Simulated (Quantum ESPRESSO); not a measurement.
# Si3S (Im-3m) in Quantum ESPRESSO: notebook, part 3 of 4

Quantum ESPRESSO 7.5. The steps go on from the part before.

## (4) Phonons, PBE+D3(BJ)

pw.in reads:

```
&CONTROL
  calculation = 'scf'
  prefix = 'pwscf'
  outdir = './tmp'
  pseudo_dir = './pseudo'
  tprnfor = .true.
  tstress = .true.
  disk_io = 'low'
/
&SYSTEM
  ibrav = 0
  nat = 4
  ntyp = 2
  ecutwfc = 47
  nbnd = 15
  occupations = 'smearing'
  smearing = 'fd'
  degauss = 0.00367493
  vdw_corr = 'grimme-d3'
  dftd3_version = 4
  dftd3_threebody = .false.
/
&ELECTRONS
  conv_thr = 8d-10
  electron_maxstep = 120
  mixing_beta = 0.5
/
ATOMIC_SPECIES
Si    28.0850 14_Si_4_1.9_1.9_pbe_n_v1.0.upf
S     32.0600 16_S_6_1.8_1.9_pbe_n_v1.0.upf
CELL_PARAMETERS angstrom
  -2.5254800000    2.5254800000    2.5254800000
   2.5254800000   -2.5254800000    2.5254800000
   2.5254800000    2.5254800000   -2.5254800000
ATOMIC_POSITIONS crystal
Si     0.0000000000    0.5000000000    0.5000000000
Si     0.5000000000    0.0000000000    0.5000000000
Si     0.5000000000    0.5000000000    0.0000000000
S      0.0000000000    0.0000000000    0.0000000000
K_POINTS automatic
6 6 6 1 1 1
```

relax.in reads:

```
&CONTROL
  calculation = 'vc-relax'
  prefix = 'pwscf'
  outdir = './tmp'
  pseudo_dir = './pseudo'
  tprnfor = .true.
  tstress = .true.
  disk_io = 'low'
  nstep = 40
  forc_conv_thr = 0.0001
  etot_conv_thr = 1d-06
/
&SYSTEM
  ibrav = 0
  nat = 4
  ntyp = 2
  ecutwfc = 47
  nbnd = 15
  occupations = 'smearing'
  smearing = 'fd'
  degauss = 0.00367493
  vdw_corr = 'grimme-d3'
  dftd3_version = 4
  dftd3_threebody = .false.
/
&ELECTRONS
  conv_thr = 8d-10
  electron_maxstep = 120
  mixing_beta = 0.5
/
&IONS
  ion_dynamics = 'bfgs'
/
&CELL
  cell_dynamics = 'bfgs'
  press = 0
  press_conv_thr = 0.2
/
ATOMIC_SPECIES
Si    28.0850 14_Si_4_1.9_1.9_pbe_n_v1.0.upf
S     32.0600 16_S_6_1.8_1.9_pbe_n_v1.0.upf
CELL_PARAMETERS angstrom
  -2.5254800000    2.5254800000    2.5254800000
   2.5254800000   -2.5254800000    2.5254800000
   2.5254800000    2.5254800000   -2.5254800000
ATOMIC_POSITIONS crystal
Si     0.0000000000    0.5000000000    0.5000000000
Si     0.5000000000    0.0000000000    0.5000000000
Si     0.5000000000    0.5000000000    0.0000000000
S      0.0000000000    0.0000000000    0.0000000000
K_POINTS automatic
6 6 6 1 1 1
```

scf2.in reads:

```
&CONTROL
  calculation = 'scf'
  prefix = 'pwscf'
  outdir = './tmp'
  pseudo_dir = './pseudo'
  tprnfor = .true.
  tstress = .true.
  disk_io = 'low'
/
&SYSTEM
  ibrav = 0
  nat = 4
  ntyp = 2
  ecutwfc = 47
  nbnd = 15
  occupations = 'smearing'
  smearing = 'fd'
  degauss = 0.00367493
  vdw_corr = 'grimme-d3'
  dftd3_version = 4
  dftd3_threebody = .false.
/
&ELECTRONS
  conv_thr = 1d-13
  electron_maxstep = 120
  mixing_beta = 0.5
  startingpot = 'file'
  startingwfc = 'file'
/
ATOMIC_SPECIES
Si    28.0850 14_Si_4_1.9_1.9_pbe_n_v1.0.upf
S     32.0600 16_S_6_1.8_1.9_pbe_n_v1.0.upf
CELL_PARAMETERS angstrom
  -2.4872104414    2.4872104414    2.4872104414
   2.4872104414   -2.4872104414    2.4872104414
   2.4872104414    2.4872104414   -2.4872104414
ATOMIC_POSITIONS crystal
Si     0.0000000000    0.5000000000    0.5000000000
Si     0.5000000000    0.0000000000    0.5000000000
Si     0.5000000000    0.5000000000    0.0000000000
S      0.0000000000    0.0000000000    0.0000000000
K_POINTS automatic
6 6 6 1 1 1
```

d3hess.in reads:

```
&INPUT
  prefix = 'pwscf'
  outdir = './tmp'
  step = 0.001
/
```

ph.in reads:

```
phonons of Si3S
&INPUTPH
  prefix = 'pwscf'
  outdir = './tmp'
  tr2_ph = 1d-18
  fildyn = 'dyn'
  niter_ph = 90
  alpha_mix(1) = 0.4
/
0.0000000000 0.0000000000 0.0000000000
```

dynmat.in reads:

```
&INPUT
  fildyn = 'dyn'
  asr = 'crystal'
  filout = 'dynmat.disp'
  fileig = 'dynmat.eig'
/
```

Potentials or basis: SPMS 1.0 PBE.

Command:

```sh
> OMP_NUM_THREADS=1 pw.x -in pw.in > pw.out
> OMP_NUM_THREADS=1 pw.x -in relax.in > relax.out
> OMP_NUM_THREADS=1 pw.x -in scf2.in > scf2.out
> OMP_NUM_THREADS=1 d3hess.x -in d3hess.in > d3hess.out
> OMP_NUM_THREADS=1 ph.x -in ph.in > ph.out
> OMP_NUM_THREADS=1 dynmat.x -in dynmat.in > dynmat.out
```

pw.out:

```text
This program is part of the open-source Quantum ESPRESSO suite
     for quantum simulation of materials; please cite
         "P. Giannozzi et al., J. Phys.:Condens. Matter 21 395502 (2009);
         "P. Giannozzi et al., J. Phys.:Condens. Matter 29 465901 (2017);
         "P. Giannozzi et al., J. Chem. Phys. 152 154105 (2020);
     in publications or presentations arising from this work. More details at

     Message from routine setup:
     using ibrav=0 with symmetry is DISCOURAGED, use correct ibrav instead

     G-vector sticks info
     --------------------
     sticks:   dense  smooth     PW     G-vecs:    dense   smooth      PW
     Sum         957     957    283                18781    18781    3055

     Using Slab Decomposition

     bravais-lattice index     =            0
     lattice parameter (alat)  =       8.2662  a.u.
     unit-cell volume          =     434.7989 (a.u.)^3
     number of atoms/cell      =            4
     number of atomic types    =            2
     number of electrons       =        18.00
     number of Kohn-Sham states=           15
     kinetic-energy cutoff     =      47.0000  Ry
     charge density cutoff     =     188.0000  Ry
     scf convergence threshold =      8.0E-10
     mixing beta               =       0.5000
     number of iterations used =            8  plain     mixing
     Exchange-correlation= PBE
                           (   1   4   3   4   0   0   0)

     celldm(1)=   8.266153  celldm(2)=   0.000000  celldm(3)=   0.000000
     celldm(4)=   0.000000  celldm(5)=   0.000000  celldm(6)=   0.000000

     crystal axes: (cart. coord. in units of alat)
               a(1) = (  -0.577350   0.577350   0.577350 )
               a(2) = (   0.577350  -0.577350   0.577350 )
               a(3) = (   0.577350   0.577350  -0.577350 )

     reciprocal axes: (cart. coord. in units 2 pi/alat)
               b(1) = ( -0.000000  0.866025  0.866025 )
               b(2) = (  0.866025 -0.000000  0.866025 )
               b(3) = (  0.866025  0.866025  0.000000 )

     PseudoPot. # 1 for Si read from file:
     14_Si_4_1.9_1.9_pbe_n_v1.0.upf
     Pseudo is Norm-conserving + core correction, Zval =  4.0
     Generated using ONCVPSP code by D. R. Hamann
     Using radial grid of 1524 points,  6 beta functions with:
                l(1) =   0
                l(2) =   0
                l(3) =   1
                l(4) =   1
                l(5) =   2
                l(6) =   2

     PseudoPot. # 2 for S  read from file:
     16_S_6_1.8_1.9_pbe_n_v1.0.upf
     Pseudo is Norm-conserving + core correction, Zval =  6.0
     Generated using ONCVPSP code by D. R. Hamann
     Using radial grid of 1148 points,  6 beta functions with:
                l(1) =   0
                l(2) =   0
                l(3) =   1
                l(4) =   1
                l(5) =   2
                l(6) =   2

     atomic species   valence    mass     pseudopotential
     Si                4.00    28.08500     Si( 1.00)
     S                 6.00    32.06000     S ( 1.00)

     48 Sym. Ops., with inversion, found

   Cartesian axes

     site n.     atom                  positions (alat units)
         1        Si     tau(   1) = (   0.5773503   0.0000000   0.0000000  )
         2        Si     tau(   2) = (   0.0000000   0.5773503   0.0000000  )
         3        Si     tau(   3) = (   0.0000000   0.0000000   0.5773503  )
         4        S      tau(   4) = (   0.0000000   0.0000000   0.0000000  )

     --------------------------------------------
     DFT-D3 Dispersion Correction (no 3-body):
     --------------------------------------------
       Reference C6 values for interpolation:

         atom   Coordination number   C6
         Si         0.000           635.71
         Si         0.951           540.53
         Si         1.944           466.25
         Si         2.941           443.01
         Si         3.868           299.55
         S          0.000           268.01
         S          0.995           261.99
         S          1.990           251.62

       Values used:

         atom   Coordination number  R0_AB[au]  C6      C8
         Si         5.277            3.583    299.55  21425.59
         Si         5.277            3.583    299.55  21425.59
         Si         5.277            3.583    299.55  21425.59
         S          5.146            3.128    251.62  12327.25

         Molecular C6 ( Ry / a.u.^6 ) =      4586.45

     number of k points=    14  Fermi-Dirac smearing, width (Ry)=  0.0037
                       cart. coord. in units 2pi/alat
        k(    1) = (   0.1443376   0.1443376   0.1443376), wk =   0.0740741
        k(    2) = (   0.2886751   0.2886751   0.1443376), wk =   0.2222222
        k(    3) = (   0.4330127   0.4330127   0.1443376), wk =   0.1111111
        k(    4) = (   0.0000000   0.0000000   0.1443376), wk =   0.0555556
        k(    5) = (   0.4330127   0.2886751   0.2886751), wk =   0.2222222
        k(    6) = (   0.0000000  -0.1443376   0.2886751), wk =   0.2222222
        k(    7) = (  -0.0000000  -0.2886751   0.4330127), wk =   0.2222222
        k(    8) = (   0.1443376  -0.1443376   0.4330127), wk =   0.2222222
        k(    9) = (  -0.7216878  -0.2886751  -0.2886751), wk =   0.2222222
        k(   10) = (   0.4330127   0.4330127   0.4330127), wk =   0.0185185
        k(   11) = (   0.0000000   0.0000000   0.4330127), wk =   0.0555556
        k(   12) = (  -0.0000000  -0.1443376   0.5773503), wk =   0.2222222
        k(   13) = (  -0.7216878  -0.1443376  -0.1443376), wk =   0.0740741
        k(   14) = (  -0.0000000  -0.0000000   0.7216878), wk =   0.0555556

     Dense  grid:    18781 G-vectors     FFT dimensions: (  40,  40,  40)

     Initial potential from superposition of free atoms

     starting charge      17.9981, renormalised to      18.0000
     Starting wfcs are   16 randomized atomic wfcs

     Self-consistent Calculation

     iteration #  1     ecut=    47.00 Ry     beta= 0.50
     Davidson diagonalization with overlap
     ethr =  1.00E-02,  avg # of iterations =  5.1

     Threshold (ethr) on eigenvalues was too large:
     Diagonalizing with lowered threshold

     Davidson diagonalization with overlap
     ethr =  2.10E-04,  avg # of iterations =  5.1

     total energy              =     -47.41189166 Ry
     estimated scf accuracy    <       0.03769026 Ry

     iteration #  2     ecut=    47.00 Ry     beta= 0.50
     Davidson diagonalization with overlap
     ethr =  2.09E-04,  avg # of iterations =  1.0
[... 36 lines left out ...]
     total energy              =     -47.41224971 Ry
     estimated scf accuracy    <          1.1E-09 Ry

     iteration #  8     ecut=    47.00 Ry     beta= 0.50
     Davidson diagonalization with overlap
     ethr =  6.00E-12,  avg # of iterations =  5.0

     End of self-consistent calculation

          k = 0.1443 0.1443 0.1443 (  2367 PWs)   bands (ev):

    -5.9830  -0.2667   2.8768   2.8768   4.7073   5.0830   5.0830   6.6677
     7.8152   7.8152  11.8890  12.2801  12.2801  12.8512  12.8512

          k = 0.2887 0.2887 0.1443 (  2358 PWs)   bands (ev):

    -5.4962  -1.0516   1.3488   2.0676   4.4559   5.7027   6.4491   6.7743
     9.3078   9.5087  10.4376  11.1236  12.9912  14.6765  14.8608
[... 8 lines left out ...]
    -6.1816   0.1796   3.8806   3.8806   4.0507   4.2786   6.0765   6.0765
     6.3020   7.8418  10.8161  11.3772  11.3772  12.8298  15.1078

          k = 0.4330 0.2887 0.2887 (  2360 PWs)   bands (ev):

    -5.1365  -1.0929  -0.0259   1.2732   5.5088   6.1744   7.1440   7.9959
     8.8993  10.2278  10.8018  11.1975  11.4330  13.4322  14.8635

          k = 0.0000-0.1443 0.2887 (  2350 PWs)   bands (ev):

    -5.8015  -0.6073   2.3212   3.4639   3.5432   4.6969   5.7399   6.5010
     8.1739   9.7068  10.3706  11.9007  13.1122  13.1971  14.1848

          k =-0.0000-0.2887 0.4330 (  2366 PWs)   bands (ev):

    -5.2971  -1.4189   1.2449   3.0484   3.1331   5.4331   5.7666   7.2907
     8.7948  10.0887  11.4908  11.9736  13.9237  14.1863  15.4059

          k = 0.1443-0.1443 0.4330 (  2376 PWs)   bands (ev):

    -5.3720  -1.0684   0.8316   3.2815   3.7600   4.2829   6.7865   6.8710
     7.8448  10.2081  11.6921  12.8442  13.5125  14.0818  14.9883

          k =-0.7217-0.2887-0.2887 (  2366 PWs)   bands (ev):

    -5.1073  -1.1935   0.0284   3.1219   3.6384   5.1370   5.7836   6.9707
     8.6883  11.6017  12.0923  12.2213  13.4863  14.0672  15.8274

          k = 0.4330 0.4330 0.4330 (  2340 PWs)   bands (ev):

    -5.0226  -0.3182  -0.3182  -0.3182   7.0929   7.0929   7.0929   9.6883
     9.9979   9.9979  10.0335  10.0335  10.0335  13.0004  13.0004

          k = 0.0000 0.0000 0.4330 (  2374 PWs)   bands (ev):

    -5.4890  -0.8489   1.8792   2.7834   2.7834   5.0280   6.4454   6.4454
     7.1882  10.2811  11.9405  12.2512  14.8348  14.8348  15.2345

          k =-0.0000-0.1443 0.5774 (  2374 PWs)   bands (ev):

    -5.1121  -0.9855   0.6329   2.3396   3.3316   4.8914   5.2612   6.7457
     8.0913  12.1837  12.8868  13.4217  14.0660  14.7760  15.3659

          k =-0.7217-0.1443-0.1443 (  2385 PWs)   bands (ev):

    -4.9786  -0.3347  -0.3347   2.5836   3.3831   3.3831   5.4049   8.0168
     8.0168  11.3581  14.3237  14.3237  14.3497  15.3554  15.3555

          k =-0.0000-0.0000 0.7217 (  2390 PWs)   bands (ev):

    -4.9217  -0.2506   0.6510   1.8566   1.8566   2.9277   7.2434   7.7671
     7.7671  11.0867  13.7600  14.7330  14.7330  14.9691  16.5626

     the Fermi energy is     9.3139 ev

!    total energy              =     -47.41224971 Ry
     estimated scf accuracy    <          1.4E-10 Ry
     smearing contrib. (-TS)   =      -0.00075419 Ry
     internal energy E=F+TS    =     -47.41149553 Ry

     The total energy is F=E-TS. E is the sum of the following terms:
     one-electron contribution =      14.67268704 Ry
     hartree contribution      =       2.64147260 Ry
     xc contribution           =     -15.52586527 Ry
     ewald contribution        =     -49.08621419 Ry
     DFT-D3 Dispersion         =      -0.11357570 Ry

     convergence has been achieved in   8 iterations

     Forces acting on atoms (cartesian axes, Ry/au):

     atom    1 type  1   force =    -0.00000000   -0.00000000   -0.00000000
     atom    2 type  1   force =     0.00000000    0.00000000   -0.00000000
     atom    3 type  1   force =    -0.00000000   -0.00000000   -0.00000000
     atom    4 type  2   force =    -0.00000000    0.00000000    0.00000000

     Total force =     0.000000     Total SCF correction =     0.000000

     Computing stress (Cartesian axis) and pressure

          total   stress  (Ry/bohr**3)                   (kbar)     P=      -45.94
  -0.00031228   0.00000000   0.00000000          -45.94        0.00        0.00
   0.00000000  -0.00031228   0.00000000            0.00      -45.94        0.00
   0.00000000   0.00000000  -0.00031228            0.00        0.00      -45.94

=------------------------------------------------------------------------------=
   JOB DONE.
=------------------------------------------------------------------------------=
```

Run time: 3.3 min. Hardware: 1 thread of Arm Neoverse V2, shared host; peak memory 0.07 GiB.

What came out:

| Quantity | Value |
| --- | --- |
| Free energy | -645.1195 eV |
| Relaxed volume | 15.39 Å³/atom |
| Relaxed cell | a = 4.308 Å, b = 4.308 Å, c = 4.308 Å, α = 109.47°, β = 109.47°, γ = 109.47° |
| Space group after relaxing (to 0.05 Å) | Im-3m (No. 229) |
| Pressure after relaxing | 0.0 GPa |
| Band gap on the k mesh | none (metal or under the smearing width) |
| Highest phonon frequency at Γ | 361 cm⁻¹ |
| Most unstable mode | 102i cm⁻¹ |

Step by step:
| step | energy change (eV) | largest force (eV/Å) | pressure (GPa) | volume (Å³) |
| --- | --- | --- | --- | --- |
| 1 | 0.0000 | 0.0000 | -4.59 | 64.43 |
| 2 | -0.0327 | 0.0000 | -2.36 | 62.93 |
| 3 | -0.0431 | 0.0000 | 0.21 | 61.43 |
| 4 | -0.0432 | 0.0000 | -0.01 | 61.55 |
| 5 | -0.0432 | 0.0000 | 0.00 | 61.55 |

Final structure:
```yaml
crystal:
  lattice:
    - [-2.48721, 2.48721, 2.48721]
    - [2.48721, -2.48721, 2.48721]
    - [2.48721, 2.48721, -2.48721]
  atoms:
    - { symbol: Si, position: [0.00000, 0.50000, 0.50000] }
    - { symbol: Si, position: [0.50000, 0.00000, 0.50000] }
    - { symbol: Si, position: [0.50000, 0.50000, 0.00000] }
    - { symbol: S, position: [0.00000, 0.00000, 0.00000] }
```

Phonon frequencies in cm⁻¹ (negative: imaginary):
```tsv
q point	frequencies
(0.000, 0.000, 0.000)	-102 -102 -102 -1 -1 -1 215 215 215 361 361 361
```

Optical modes at Γ, degenerate ones joined:
```
cm⁻¹  components  symmetry  active in
102i           3       T1u         IR
 215           3       T1u         IR
 361           3       T2u     silent
```

Caveat: the k mesh is coarse; the mesh is thin for the phonons of a metal; some modes are imaginary; pairwise dispersion overbinds metals, which lowers pressure and volume.

(Continued in part 4 of 4.)
